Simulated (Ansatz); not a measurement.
# C2H6Ge: one species, many methods

Aim: compute C2H6Ge with functionals from several rungs and with coupled cluster, and see how far each lands from CCSD(T) at the basis-set limit for the atomisation energy.

Program: Ansatz 0.2.0, Gaussian basis. Level of theory: functionals in def2-TZVPP, the program's frozen cores in correlated methods. These are calculated values, not measurements.

The runs, in order: LDA (SPW92), PBE-D4, revPBE-D4, BLYP-D4, r2SCAN-D4, B97M-V, PBE0-D4, B3LYP-D4, r2SCANh-D4, r2SCAN0-D4, HSE06-D4, BHLYP-D4, CAM-B3LYP-D4, LC-ωPBE, ωB97X-V, ωB97M-V, B2PLYP, PBE-QIDH; CCSD(T)/def2-SVP; CCSD(T)/def2-TZVPP; MP2/def2-QZVPP; extrapolation to the limit; RPA on PBE.

## (1) The geometry

The geometry comes from an earlier relaxation with PBE0-D4 in a triple-zeta def2 set; it is a stationary point, not always the lowest conformer.

9 atoms, charge 0, spin multiplicity 1.

Atoms are counted from 1 here; the program's logs count them from 0.

Bond lengths: C1–C2 1.327 Å, C1–H4 1.086 Å, C1–H5 1.087 Å, C2–Ge3 1.938 Å, C2–H6 1.088 Å, Ge3–H7 1.539 Å, Ge3–H8 1.538 Å, Ge3–H9 1.539 Å. Angles: C2–C1–H4 122.0°, C2–C1–H5 121.9°, H4–C1–H5 116.1°, C1–C2–Ge3 123.1°, C1–C2–H6 118.8°, Ge3–C2–H6 118.1°, C2–Ge3–H7 110.6°, C2–Ge3–H8 108.6°, C2–Ge3–H9 110.6°, H7–Ge3–H8 109.5°, H7–Ge3–H9 108.0°, H8–Ge3–H9 109.5°.

## (2) LDA

This LDA is Slater exchange with PW92 correlation.

The input, in.yaml:

```yaml
crystal:
  periodic: [false, false, false]
  atoms:
    - {symbol: C, position_ang: [-0.771401, 0.825445, -1.091141]}
    - {symbol: C, position_ang: [0.063860, 0.755049, -0.061888]}
    - {symbol: Ge, position_ang: [0.543391, -0.913917, 0.798726]}
    - {symbol: H, position_ang: [-1.239228, -0.059102, -1.514401]}
    - {symbol: H, position_ang: [-1.026998, 1.772127, -1.559635]}
    - {symbol: H, position_ang: [0.503131, 1.673927, 0.320650]}
    - {symbol: H, position_ang: [2.061773, -1.150765, 0.712597]}
    - {symbol: H, position_ang: [-0.196937, -2.060911, 0.091120]}
    - {symbol: H, position_ang: [0.150911, -0.888253, 2.286772]}
basis:
  gaussian: {orbitals: def2-TZVPP}
hamiltonian: {xc: lda}
output: {orbitals: {seedname: orbitals}}
```

Further steps of the session: PBE-D4 (GGA); revPBE-D4 (GGA); BLYP-D4 (GGA); r2SCAN-D4 (meta-GGA); B97M-V (meta-GGA); PBE0-D4 (hybrid); B3LYP-D4 (hybrid); r2SCANh-D4 (hybrid); r2SCAN0-D4 (hybrid); HSE06-D4 (hybrid); BHLYP-D4 (hybrid); CAM-B3LYP-D4 (range-separated); LC-ωPBE-D4 (range-separated); ωB97X-V (range-separated); ωB97M-V (range-separated); B2PLYP (double hybrid); PBE-QIDH (double hybrid); CCSD(T) in def2-SVP; CCSD(T) in def2-TZVPP; MP2 in def2-QZVPP; RPA on PBE orbitals.

Before running them: what should the planned runs give, taken together? Wanted: atomisation energy, CCSD(T)/CBS; farthest beyond LDA; mean size of error, GGA; mean size of error, meta-GGA; mean size of error, hybrid; mean size of error, range-separated; mean size of error, double hybrid; gap, smallest and largest; T1 diagnostic.

As calculated:

| quantity | value |
| --- | --- |
| atomisation energy, CCSD(T)/CBS | 744.5 kcal/mol |
| functionals within 7.4 kcal/mol (1.0 %) | PBE-D4, BLYP-D4, r2SCAN-D4, B97M-V, PBE0-D4, B3LYP-D4, r2SCANh-D4, HSE06-D4, CAM-B3LYP-D4, ωB97X-V, ωB97M-V, PBE-QIDH |
| farthest beyond LDA | BHLYP-D4 (-17.4 kcal/mol) |
| mean size of error, GGA | 7.3 kcal/mol |
| mean size of error, meta-GGA | 2.2 kcal/mol |
| mean size of error, hybrid | 6.4 kcal/mol |
| mean size of error, range-separated | 2.9 kcal/mol |
| mean size of error, double hybrid | 7.4 kcal/mol |
| gap, smallest and largest | 5.43 eV (LDA (SPW92)), 12.72 eV (LC-ωPBE) |
| T1 diagnostic | 0.0116 |
| triples share of the correlation energy | 3.9 % |

**Reading.** LDA overbinds by 92.2 kcal/mol (12 %). PBE-D4 misses by +4.5 kcal/mol. Double hybrids carry the basis error of their MP2 part in triple zeta, and no dispersion term here, so their miss is partly the set-up's. The rungs meta-GGA, range-separated, hybrid, GGA miss on average by less than the doubt on the reference (7.4 kcal/mol), so they tie. The reference freezes the cores and leaves out relativity and excitations past (T), and its outer-core shells are covered unevenly, so misses under about 7.4 kcal/mol can't be ranked. Hartree-Fock recovers 75 % of the binding; the rest is correlation. CCSD(T) in def2-SVP is off by -34.4 kcal/mol, worse than the median functional, from the basis alone. Orbital gaps span 5.4 to 12.7 eV; exact exchange widens them. Correlated methods include outer-core shells of Ge, which these sets cover unevenly.
